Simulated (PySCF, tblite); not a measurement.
# C5H4F3NS: a rotation path, then NMR shifts on frames

Aim: move C5H4F3NS (`Cc1cc(C(F)(F)F)ns1`) away from its starting geometry and see how NMR shifts follow the geometry.

Programs: tblite 0.8.0 and PySCF 2.14.0, with density-fitted response routines of our own. Each step states its level of theory. These are calculated values for one molecule in the gas phase, unless marked as measured. Atoms are numbered from 0 throughout.

## Step 1: The molecule as given

14 atoms, charge 0, multiplicity 1; geometry from: GFN2-xTB.

Bonds of the start (Å): C0–C1 1.48, C1–C2 1.37, C2–C3 1.41, C3–C4 1.50, C4–F5 1.34, C4–F6 1.34, C4–F7 1.34, C3–N8 1.31, N8–S9 1.62, S9–C1 1.73, C0–H10 1.09, C0–H11 1.09, C0–H12 1.09, C2–H13 1.07.

## Step 2: The rotation path with GFN2-xTB

What the job is given:

```
{"job": {"kind": "neb", "xc": "GFN2-xTB", "basis": "xTB", "atoms": [2, 3, 4, 7], "turn": 120}, "charge": 0, "multiplicity": 1}
C     -2.594747     0.008056     0.209684
C     -1.167320     0.320847    -0.037522
C     -0.061563    -0.454490     0.190042
C      1.101959     0.241245    -0.192585
C      2.496536    -0.294554    -0.086587
F      3.113334    -0.365766    -1.274801
F      2.512280    -1.536836     0.424749
F      3.277227     0.452115     0.707386
N      0.923401     1.448199    -0.673867
S     -0.649009     1.830607    -0.701038
H     -2.694230    -0.991060     0.626489
H     -3.026546     0.726097     0.905812
H     -3.162334     0.062024    -0.718463
H     -0.069665    -1.446956     0.598533
```

Level: GFN2-xTB climbing-image nudged elastic band, gas phase.

Run with:

```console
> OMP_NUM_THREADS=1 python probes_run.py task.json out
```

One launch serves the whole session: the jobs run in the order shown.

Output:

```text
image   E - E0 / eV
  0      -0.0000
  1       0.0004
  2       0.0011
  3       0.0025
  4       0.0035
  5       0.0032
  6       0.0022
  7       0.0012
  8       0.0000
```

Wall time 4.2 s (1 thread of Arm Neoverse N1, shared host); peak memory 0.18 GiB.

The final band, with the dihedral C2–C3–C4–F7:

```
image  dihedral (°)  energy (eV)  energy (kcal/mol)
    0          -120        0.000                0.0
    1          -104        0.000                0.0
    2           -89        0.001                0.0
    3           -74        0.002                0.1
    4           -60        0.003                0.1
    5           -45        0.003                0.1
    6           -31        0.002                0.1
    7           -16        0.001                0.0
    8             0        0.000                0.0
```

## Step 3: Shielding tensors: image 0, PBE0/pcSseg-1

What the job is given:

```
{"job": {"kind": "nmr", "xc": "PBE0", "basis": "pcSseg-1", "pop": false}, "charge": 0, "multiplicity": 1}
C     -2.594700     0.008100     0.209700
C     -1.167300     0.320800    -0.037500
C     -0.061600    -0.454500     0.190000
C      1.102000     0.241200    -0.192600
C      2.496500    -0.294600    -0.086600
F      3.113300    -0.365800    -1.274800
F      2.512300    -1.536800     0.424700
F      3.277200     0.452100     0.707400
N      0.923400     1.448200    -0.673900
S     -0.649000     1.830600    -0.701000
H     -2.694200    -0.991100     0.626500
H     -3.026500     0.726100     0.905800
H     -3.162300     0.062000    -0.718500
H     -0.069700    -1.447000     0.598500
```

Level: GIAO PBE0/pcSseg-1 NMR shielding, non-relativistic, gas phase.

Output:

```text
coarse grid: 13856 points
cycle   1  E = -944.4106032327  dE =  1.965e+00  |g| = 9.148e-01  |ddm| = 3.926e+00
cycle   2  E = -944.2667478943  dE =  1.439e-01  |g| = 1.358e+00  |ddm| = 1.295e+00
cycle   3  E = -944.5559718197  dE = -2.892e-01  |g| = 1.010e-01  |ddm| = 7.653e-01
cycle   4  E = -944.5566065090  dE = -6.347e-04  |g| = 8.243e-02  |ddm| = 1.498e-01
cycle   5  E = -944.5581799475  dE = -1.573e-03  |g| = 1.960e-02  |ddm| = 1.092e-01
cycle   6  E = -944.5582583407  dE = -7.839e-05  |g| = 6.392e-03  |ddm| = 2.303e-02
cycle   7  E = -944.5582671657  dE = -8.825e-06  |g| = 2.215e-03  |ddm| = 7.884e-03
final grid: 135080 points
cycle   8  E = -944.6353805014  dE = -3.047e-05  |g| = 1.136e-02  |ddm| = 3.484e-02
cycle   9  E = -944.6353244501  dE =  5.605e-05  |g| = 1.886e-02  |ddm| = 3.040e-02
cycle  10  E = -944.6354107577  dE = -8.631e-05  |g| = 1.833e-03  |ddm| = 2.050e-02
cycle  11  E = -944.6354115685  dE = -8.108e-07  |g| = 4.800e-04  |ddm| = 1.953e-03
cycle  12  E = -944.6354116160  dE = -4.747e-08  |g| = 2.384e-04  |ddm| = 7.545e-04
cycle  13  E = -944.6354116282  dE = -1.215e-08  |g| = 8.414e-05  |ddm| = 2.882e-04
cycle  14  E = -944.6354116296  dE = -1.422e-09  |g| = 1.764e-05  |ddm| = 8.237e-05
cycle  15  E = -944.6354116297  dE = -7.458e-11  |g| = 3.896e-06  |ddm| = 2.029e-05
converged SCF energy = -944.6354116297

GIAO shielding tensors (ppm)
atom      isotropic    diamagn.    paramagn.     s11        s22        s33       span
  0 C      171.169     244.037     -72.868    154.707    169.514    189.287     34.580
  1 C        7.220     267.438    -260.218    -81.841    -21.005    124.507    206.348
  2 C       60.199     253.724    -193.525    -16.732     56.479    140.849    157.581
  3 C       23.728     260.061    -236.333    -51.765     24.653     98.296    150.061
  4 C       57.904     237.894    -179.989     47.390     56.274     70.050     22.659
  5 F      241.922     468.511    -226.588    161.381    233.772    330.615    169.234
  6 F      260.789     474.563    -213.774    184.272    236.946    361.149    176.877
  7 F      241.895     468.517    -226.622    161.378    233.648    330.659    169.281
  8 N      -82.797     329.657    -412.454   -353.998   -118.202    223.810    577.809
  9 S       93.422    1058.119    -964.697    -82.985    169.481    193.771    276.757
 10 H       28.874      28.858       0.015     23.313     28.272     35.036     11.723
 11 H       28.873      27.315       1.558     23.922     27.397     35.300     11.378
 12 H       28.871      27.311       1.561     23.913     27.408     35.293     11.379
 13 H       24.299      34.239      -9.940     20.839     23.623     28.435      7.596
```

It took 62 s on 1 thread of Arm Neoverse N1, shared host; peak memory 0.85 GiB.

The references, computed at this level on geometries of the same kind, shield at (ppm): 1H TMS 31.72, 13C TMS 186.9, 19F CFCl3 170.9, 15N NH3 267.7, 33S CS2 504. Their shielding less the atom's gives the shift. The references are single molecules in the gas phase, so shifts against H2O, NH3, PH3, H3PO4 or CFCl3 are not on the usual liquid scales and can be off by tens of ppm. Each atom is listed at this fixed geometry, with no averaging over motion; a spectrum would average atoms that exchange fast.

| atoms | environment | σ (ppm) | δ (ppm) |
| --- | --- | --- | --- |
| C1 | substituted aromatic carbon next to the ring sulfur | 7.2 | 179.7 |
| C3 | substituted aromatic carbon next to a ring nitrogen | 23.7 | 163.2 |
| C4 | CF3 carbon | 57.9 | 129.0 |
| C2 | aromatic CH | 60.2 | 126.7 |
| C0 | methyl carbon on an aromatic ring | 171.2 | 15.8 |
| H13 | hydrogen on an aromatic CH | 24.30 | 7.42 |
| H12 | hydrogen on a methyl carbon on an aromatic ring | 28.87 | 2.85 |
| H11 | hydrogen on a methyl carbon on an aromatic ring | 28.87 | 2.84 |
| H10 | hydrogen on a methyl carbon on an aromatic ring | 28.87 | 2.84 |
| F7 | fluorine of a CF3 group | 241.9 | -70.9 |
| F5 | fluorine of a CF3 group | 241.9 | -71.0 |
| F6 | fluorine of a CF3 group | 260.8 | -89.8 |
| N8 | pyridine-type nitrogen of an azole | -82.8 | 350.5 |
| S9 | aromatic ring sulfur | 93 | 410 |

Ring of atoms C1, C2, C3, N8, S9: NICS(0) -12.1, NICS(1) -11.6, NICS(1)zz -27.1 ppm (means of both faces).

Orbitals, density, ELF and potential are computed afterwards from the orbital file.

Frontier orbitals at PBE0/pcSseg-1, with the share of their density that lies nearest to each atom:

```csv
orbital,energy (eV),lies on
HOMO,-8.05,C1 27 %; N8 24 %; S9 16 %
LUMO,-1.53,N8 25 %; C1 22 %; S9 21 %
```

ELF in a plane through or near 10 of the atoms.

Values, 10 rows by 14 columns:
```
0.00 0.00 0.00 0.00 0.00 0.00 0.00 0.00 0.00 0.00 0.00 0.00 0.00 0.00
0.00 0.00 0.00 0.00 0.00 0.00 0.00 0.00 0.00 0.00 0.00 0.00 0.00 0.00
0.00 0.00 0.01 0.17 0.25 0.03 0.37 0.85 0.04 0.01 0.27 0.01 0.00 0.00
0.00 0.00 0.19 0.86 0.70 0.27 0.92 1.00 0.29 0.72 1.00 0.77 0.00 0.00
0.00 0.00 0.01 0.30 0.67 0.12 0.58 0.35 0.46 0.51 0.87 0.29 0.01 0.00
0.00 0.00 0.03 0.28 0.46 0.24 0.59 0.44 0.41 0.90 0.45 0.43 0.03 0.00
0.00 0.00 0.01 0.03 0.02 0.66 0.74 0.43 0.84 0.24 0.11 0.08 0.01 0.00
0.00 0.00 0.00 0.00 0.47 0.95 0.75 0.32 0.26 0.65 0.01 0.00 0.00 0.00
0.00 0.00 0.00 0.00 0.09 0.59 0.10 0.41 0.93 0.69 0.03 0.00 0.00 0.00
0.00 0.00 0.00 0.00 0.00 0.00 0.00 0.03 0.12 0.02 0.00 0.00 0.00 0.00
```
The map spans 11.6 Å across and 9.1 Å up, centred on the molecule. Atoms in the plane (x, y in Å): C0 (2.6, 0.2), C1 (1.2, -0.3), C2 (0.0, 0.5), C3 (-1.1, -0.3), C4 (-2.5, 0.1), F6 (-2.6, 1.5), N8 (-0.9, -1.6), S9 (0.7, -1.9), H10 (2.7, 1.3), H13 (0.0, 1.6).

On the surface of density 0.002 e/bohr³ the electrostatic potential runs, from the 1st to the 99th percentile, from -1.42 V near N8 to 1.38 V near S9.

## Step 4: NMR shieldings: image 2, PBE0/pcSseg-1

What the job is given:

```
{"job": {"kind": "nmr", "xc": "PBE0", "basis": "pcSseg-1", "pop": false}, "charge": 0, "multiplicity": 1}
C     -2.590600     0.031900     0.257900
C     -1.168100     0.305000    -0.055300
C     -0.052500    -0.431600     0.242900
C      1.097500     0.212900    -0.257600
C      2.496600    -0.295400    -0.097800
F      3.304300     0.056000    -1.100200
F      2.529700    -1.637300    -0.022200
F      3.070400     0.152700     1.034600
N      0.900500     1.348200    -0.881700
S     -0.673900     1.719400    -0.918700
H     -2.688900    -0.909800     0.791400
H     -3.002400     0.832200     0.871400
H     -3.178200    -0.018900    -0.657700
H     -0.045000    -1.365800     0.770700
```

Level: GIAO PBE0/pcSseg-1 NMR shielding, non-relativistic, gas phase.

Output:

```text
coarse grid: 13856 points
cycle   1  E = -944.4099209323  dE =  1.965e+00  |g| = 9.150e-01  |ddm| = 3.921e+00
cycle   2  E = -944.2655522811  dE =  1.444e-01  |g| = 1.360e+00  |ddm| = 1.304e+00
cycle   3  E = -944.5553483309  dE = -2.898e-01  |g| = 1.009e-01  |ddm| = 7.683e-01
cycle   4  E = -944.5559968569  dE = -6.485e-04  |g| = 8.198e-02  |ddm| = 1.488e-01
cycle   5  E = -944.5575519373  dE = -1.555e-03  |g| = 1.941e-02  |ddm| = 1.079e-01
cycle   6  E = -944.5576287961  dE = -7.686e-05  |g| = 6.256e-03  |ddm| = 2.261e-02
cycle   7  E = -944.5576371301  dE = -8.334e-06  |g| = 2.220e-03  |ddm| = 7.709e-03
final grid: 135080 points
cycle   8  E = -944.6353298987  dE = -3.240e-05  |g| = 1.133e-02  |ddm| = 3.462e-02
cycle   9  E = -944.6352757154  dE =  5.418e-05  |g| = 1.875e-02  |ddm| = 2.987e-02
cycle  10  E = -944.6353594740  dE = -8.376e-05  |g| = 1.857e-03  |ddm| = 2.011e-02
cycle  11  E = -944.6353603168  dE = -8.428e-07  |g| = 4.772e-04  |ddm| = 2.013e-03
cycle  12  E = -944.6353603628  dE = -4.601e-08  |g| = 2.395e-04  |ddm| = 7.419e-04
cycle  13  E = -944.6353603753  dE = -1.245e-08  |g| = 8.186e-05  |ddm| = 2.877e-04
cycle  14  E = -944.6353603766  dE = -1.337e-09  |g| = 1.796e-05  |ddm| = 8.008e-05
cycle  15  E = -944.6353603767  dE = -7.503e-11  |g| = 3.923e-06  |ddm| = 2.024e-05
converged SCF energy = -944.6353603767

GIAO shielding tensors (ppm)
atom      isotropic    diamagn.    paramagn.     s11        s22        s33       span
  0 C      171.232     243.989     -72.757    154.749    169.579    189.368     34.619
  1 C        6.659     267.350    -260.690    -81.450    -21.847    123.276    204.726
  2 C       60.675     253.397    -192.722    -16.293     56.107    142.212    158.505
  3 C       24.380     260.156    -235.776    -50.575     25.041     98.675    149.251
  4 C       57.590     238.516    -180.925     47.187     55.282     70.302     23.115
  5 F      256.360     467.028    -210.668    181.650    250.312    337.118    155.468
  6 F      253.546     474.482    -220.937    176.964    231.338    352.335    175.371
  7 F      234.991     470.897    -235.906    149.593    227.616    327.764    178.171
  8 N      -81.238     329.310    -410.548   -349.010   -118.132    223.429    572.439
  9 S      101.445    1058.101    -956.656    -74.187    177.443    201.080    275.267
 10 H       28.893      28.800       0.093     23.370     28.232     35.077     11.707
 11 H       28.873      27.295       1.577     23.921     27.397     35.299     11.378
 12 H       28.878      27.303       1.575     23.916     27.455     35.262     11.346
 13 H       24.336      34.054      -9.718     21.054     23.672     28.280      7.227
```

Wall time 51 s (1 thread of Arm Neoverse N1, shared host); peak memory 0.9 GiB.

Key values: δ C1 180.3, C3 162.5, C4 129.3, C2 126.2, H13 7.38, H11 2.84 ppm.

[end of part 1 of 2]
